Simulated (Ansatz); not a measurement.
# C3H6FNSi: the cost of one run

All numbers below are computed with Ansatz 0.2.0 (RKS B3LYP-D4/cc-pVDZ).

## Step 1: Starting point

Bond lengths: C1–C2 1.229 Å, C2–N3 1.483 Å, N3–C4 1.486 Å, N3–Si5 1.664 Å, Si5–F6 1.627 Å, C1–H7 1.062 Å, C4–H8 1.064 Å, C4–H9 1.108 Å, C4–H10 1.170 Å, Si5–H11 1.444 Å, Si5–H12 1.482 Å. Angles (14 of 17 angles, heavy atoms first): C1–C2–N3 176.9°, C2–N3–C4 109.2°, C2–N3–Si5 114.7°, C4–N3–Si5 119.6°, N3–Si5–F6 107.3°, C2–C1–H7 174.4°, N3–C4–H8 113.6°, N3–C4–H9 114.0°, N3–C4–H10 107.5°, N3–Si5–H11 111.7°, N3–Si5–H12 106.7°, F6–Si5–H11 111.0°, F6–Si5–H12 107.9°, H8–C4–H9 110.3°.

As a file:

```xyz
12

C     2.1613   -0.0044   -1.4509
C     1.1460   -0.1850   -0.7831
N    -0.0463   -0.4685    0.0526
C     0.2599   -0.1423    1.4698
Si   -1.4923    0.0205   -0.6106
F    -1.5990    1.6307   -0.4024
H     2.9942    0.2384   -2.0631
H     1.1435   -0.6104    1.8324
H     0.2845    0.9443    1.6862
H    -0.6273   -0.5373    2.1223
H    -1.5826   -0.3267   -2.0096
H    -2.5647   -0.6144    0.1905
```

## Step 2: End point A

input.yaml reads:

```yaml
crystal:
  periodic: [false, false, false]
  atoms:
    - { symbol: C, position_ang: [2.1613, -0.0044, -1.4509] }
    - { symbol: C, position_ang: [1.146, -0.185, -0.7831] }
    - { symbol: "N", position_ang: [-0.0463, -0.4685, 0.0526] }
    - { symbol: C, position_ang: [0.2599, -0.1423, 1.4698] }
    - { symbol: Si, position_ang: [-1.4923, 0.0205, -0.6106] }
    - { symbol: F, position_ang: [-1.599, 1.6307, -0.4024] }
    - { symbol: H, position_ang: [2.9942, 0.2384, -2.0631] }
    - { symbol: H, position_ang: [1.1435, -0.6104, 1.8324] }
    - { symbol: H, position_ang: [0.2845, 0.9443, 1.6862] }
    - { symbol: H, position_ang: [-0.6273, -0.5373, 2.1223] }
    - { symbol: H, position_ang: [-1.5826, -0.3267, -2.0096] }
    - { symbol: H, position_ang: [-2.5647, -0.6144, 0.1905] }
basis:
  gaussian: { orbitals: cc-pVDZ }
hamiltonian:
  xc: b3lyp
  dispersion: d4
relax:
  f_tol: 0.02
  max_steps: 50
```

Command:

```console
$ ansatz run input.yaml --threads 2 --pin off --max-ram 3072MiB --backend cpu --events-out ev --progress --plain --runs-dir out
```

Q: Estimate wall time and peak memory on 2 threads of Arm Neoverse V2, shared host.

About 36 s, with a peak of 0.28 GiB.
